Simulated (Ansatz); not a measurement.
# TiCl4 on TiAl3(110): molecular dynamics

Aim: shoot the molecule at the surface and see whether it bounces, sticks or breaks. Runs: 270 steps of 2 fs at constant energy. The slab cell is 1×1, and the molecule starts well above it. It comes in with 0.4 eV at 20° from the normal, on a surface at rest.

Method: DFT PBE+D3(BJ), plane waves, PAW, scalar-relativistic, no spin polarisation, in Ansatz 0.2.0.

## Step 1: The structure to begin with

The cell holds 21 atoms (Al12Cl4Ti5): a = 5.405 Å, b = 8.561 Å, c = 20.054 Å, α = 90.00°, β = 90.00°, γ = 90.00°.

The coordinates stand in the first input below.

## Step 2: Dynamics

270 steps of 2 fs at constant energy.

File input.yaml:

```yaml
accuracy: low
crystal:
  lattice:
    - [5.405426, 0.0, 0.0]
    - [0.0, 8.561338, 0.0]
    - [0.0, 0.0, 20.05407]
  atoms:
    - { symbol: Ti, position: [0.0, 0.0, 0.0498652] }
    - { symbol: Al, position: [0.5, 0.0, 0.0498652] }
    - { symbol: Al, position: [0.75, 0.75, 0.1172508] }
    - { symbol: Al, position: [0.25, 0.75, 0.1172508] }
    - { symbol: Ti, position: [0.5, 0.5, 0.0498652] }
    - { symbol: Al, position: [0.0, 0.5, 0.0498652] }
    - { symbol: Al, position: [0.25, 0.25, 0.1172508] }
    - { symbol: Al, position: [0.75, 0.25, 0.1172508] }
    - { symbol: Ti, position: [0.5, 0.0, 0.1846365] }
    - { symbol: Al, position: [0.0, 0.0, 0.1846365] }
    - { symbol: Al, position: [0.25, 0.75, 0.2520221] }
    - { symbol: Al, position: [0.75, 0.75, 0.2520221] }
    - { symbol: Ti, position: [0.0, 0.5, 0.1846365] }
    - { symbol: Al, position: [0.5, 0.5, 0.1846365] }
    - { symbol: Al, position: [0.75, 0.25, 0.2520221] }
    - { symbol: Al, position: [0.25, 0.25, 0.2520221] }
    - { symbol: Ti, position: [0.4629895, 0.2340122, 0.5520508] }
    - { symbol: Cl, position: [0.3195283, 0.0128222, 0.5160177] }
    - { symbol: Cl, position: [0.8377927, 0.2661106, 0.5160177] }
    - { symbol: Cl, position: [0.2314954, 0.4228692, 0.5160177] }
    - { symbol: Cl, position: [0.4629895, 0.2340122, 0.6602583] }
basis:
  ecutwfc: 420.0
kpoints:
  mp_grid: { grid: [3, 2, 1] }
hamiltonian:
  xc: pbe
  dispersion: d3bj
  pseudopotentials: { kind: paw, azcp: { folder: soft_1 } }
scf:
  occupations: { method: fermi_dirac, width: 0.15 }
  lower_state_search: "off"
md:
  timestep: 2
  n_steps: 270
  ensemble: nve
  initial_velocities: zero
  seed: 762289
  initial_site_velocities:
    - { site: 16, velocity: [0.002182, 0.0, -0.005995] }
    - { site: 17, velocity: [0.002182, 0.0, -0.005995] }
    - { site: 18, velocity: [0.002182, 0.0, -0.005995] }
    - { site: 19, velocity: [0.002182, 0.0, -0.005995] }
    - { site: 20, velocity: [0.002182, 0.0, -0.005995] }
  constraints: [{ sites: [0, 1, 4, 5] }]
```

On the command line:

```
$ ansatz run input.yaml --threads 2 --pin off --max-ram 5120MiB --backend cpu --events-out ev --progress --plain --runs-dir out
```

Q: Predict the outcome of this session. Wanted: lowest height of the centre of mass; shortest distance to a slab atom; temperature, first and last step; temperature, second half; potential energy, second half; largest change of the total energy; mean square displacement, second half.

The runs gave:

```
                             quantity                                                 value
  lowest height of the centre of mass  2.76 Å over the top layer's first level, at 522.0 fs
     shortest distance to a slab atom                                                2.21 Å
                               length                                     270 steps of 2 fs
     temperature, first and last step                                         182 and 243 K
             temperature, second half                         mean 433 K, from 241 to 667 K
        potential energy, second half                           -26 meV/atom from the start
   largest change of the total energy                                         0.07 meV/atom
mean square displacement, second half                           Cl 9.5, Ti 2.7, Al 0.112 Å²
```

What this shows: The molecule's centre of mass comes down from 6.02 Å to 2.76 Å and is at 2.77 Å at the end, so it has not left within this time. Its shortest distance to a slab atom is 2.21 Å. The total energy strays from its start by at most 0.07 meV/atom, 0.1 % of the mean kinetic energy, which is good for a step of 2 fs. The printed temperature only measures the kinetic energy here. Kinetic energy grows to 1.0 eV on average, more than the molecule brought: potential energy is set free, by binding to the surface or from an unrelaxed start. The run is too short to decide the outcome. A run of 540 fs with 21 atoms shows the motion but fixes no equilibrium value. The settings are cheap ones for dynamics (low accuracy level or one k-point).
